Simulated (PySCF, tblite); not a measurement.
# C₈H₁₀BN: infrared bands and NMR shifts

What infrared bands and NMR shifts should C₈H₁₀BN (`CC#[N+][BH2-]c1ccccc1`) show?

Programs: tblite 0.8.0 and PySCF 2.14.0, with density-fitted response routines of our own. Each step states its level of theory. These are calculated values for one molecule in the gas phase, unless marked as measured. Atoms count from 0, in the outputs and in this text.

### Step 1. The molecule as given

20 atoms, charge 0, multiplicity 1; geometry from: GFN2-xTB.

Bonds of the start (Å): C0–C1 1.43, C1–N2 1.15, N2–B3 1.47, B3–C4 1.62, C4–C5 1.39, C5–C6 1.38, C6–C7 1.38, C7–C8 1.38, C8–C9 1.38, C9–C4 1.39, C0–H10 1.09, C0–H11 1.09, C0–H12 1.09, B3–H13 1.19, B3–H14 1.19, C5–H15 1.08, C6–H16 1.08, C7–H17 1.08, C8–H18 1.08, C9–H19 1.08.

### Step 2. Vibrational analysis with GFN2-xTB

The job: settings as JSON, then the geometry in Å.

```
{"job": {"kind": "ir", "xc": "GFN2-xTB", "basis": "xTB"}, "charge": 0, "multiplicity": 1}
C      3.540175    -1.491948    -0.443811
C      2.599024    -0.443628    -0.192281
N      1.853762     0.407965     0.011764
B      0.807463     1.404335     0.270720
C     -0.588876     0.587214     0.177099
C     -0.798811    -0.577263     0.911023
C     -1.994442    -1.270873     0.847628
C     -3.020362    -0.810785     0.039896
C     -2.835737     0.346593    -0.695951
C     -1.633644     1.030161    -0.626712
H      3.133634    -2.183556    -1.182244
H      3.744159    -2.034177     0.479999
H      4.471054    -1.069621    -0.823086
H      0.929757     2.235495    -0.574128
H      1.014015     1.821738     1.369484
H     -0.008318    -0.949917     1.551544
H     -2.128600    -2.172420     1.430822
H     -3.955654    -1.350515    -0.016249
H     -3.630847     0.715952    -1.329730
H     -1.502903     1.931906    -1.208823
```

**Question.** This job is followed by: GIAO PBE0/pcSseg-1 NMR shielding, non-relativistic, gas phase. Predict these results of the whole session: strongest single infrared mode (GFN2-xTB); zero-point energy (GFN2-xTB); ¹³C shifts against TMS (PBE0/pcSseg-1, means over atoms taken as alike); ¹H shifts against TMS (PBE0/pcSseg-1, means over atoms taken as alike); ¹⁵N shifts against NH3 (PBE0/pcSseg-1); ¹¹B shifts against BF3·OEt2 (PBE0/pcSseg-1).

**Answer**, as computed:

```
                                                               quantity                                       value
                              strongest single infrared mode (GFN2-xTB)                       2443 cm⁻¹, 190 km/mol
                                           zero-point energy (GFN2-xTB)                               97.4 kcal/mol
¹³C shifts against TMS (PBE0/pcSseg-1, means over atoms taken as alike)  157.6, 138.9, 132.5, 129.8, 117.0, 2.2 ppm
 ¹H shifts against TMS (PBE0/pcSseg-1, means over atoms taken as alike)            7.68, 7.43, 7.32, 2.86, 2.43 ppm
                                 ¹⁵N shifts against NH3 (PBE0/pcSseg-1)                                   236.9 ppm
                            ¹¹B shifts against BF3·OEt2 (PBE0/pcSseg-1)                                   -31.5 ppm
```

In words: All 54 modes are real, so the xTB geometry is a minimum. The strongest single mode, at 2443 cm⁻¹, moves mainly H13. Unscaled tight-binding wavenumbers are off by several per cent, some by more. Its intensities can rank the bands wrongly. At PBE0/pcSseg-1: The widest tensor belongs to N2: span 458 ppm, with a paramagnetic part of -302 ppm. NICS(1)zz of -29 ppm above the planar ring from C4 marks a diatropic (aromatic) ring current.
